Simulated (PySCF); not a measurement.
# C3H4Cl2Si: the cost of one run

Computed with PySCF 2.14.0, with density-fitted response routines of our own, on a single molecule in the gas phase. Atoms are numbered from 0 throughout.

## 1. The molecule as given

10 atoms, charge 0, multiplicity 1; geometry from: GFN2-xTB. The atoms were then displaced at random by about 0.01 Å, so the start is not that level's minimum.

Bonds of the start (Å): C0–C1 1.31, C1–C2 1.31, C2–Si3 1.84, Si3–Cl4 2.05, Si3–Cl5 2.01, C0–H6 1.09, C0–H7 1.07, C2–H8 1.09, Si3–H9 1.49.

## 2. Geometry optimisation at PBE0-D3(BJ)/def2-SVP

The job: settings as JSON, then the geometry in Å.

```
{"job": {"xc": "PBE0", "basis": "def2-SVP", "d3": "d3bj", "grid": 1, "shake": 0.01, "kind": "geom"}, "charge": 0, "multiplicity": 1}
C      2.231020     0.227980     0.220300
C      1.016070    -0.237780     0.348250
C     -0.212890    -0.688450     0.446570
Si    -1.668710     0.168490    -0.282700
Cl    -2.747870    -1.197160    -1.369600
Cl    -1.110320     1.684070    -1.475580
H      2.636420     0.935160     0.937560
H      2.857720    -0.007690    -0.620060
H     -0.361940    -1.603630     1.015050
H     -2.589080     0.698090     0.759160
```

Started as:

```
$ OMP_NUM_THREADS=1 python probes_run.py task.json out
```

The driver reads the jobs from task.json and runs them one after another.

**Question.** How long does this first job take on 1 thread of Arm Neoverse V1, shared host, and how much memory does it need?

About 25 s, with a peak of 0.47 GiB.
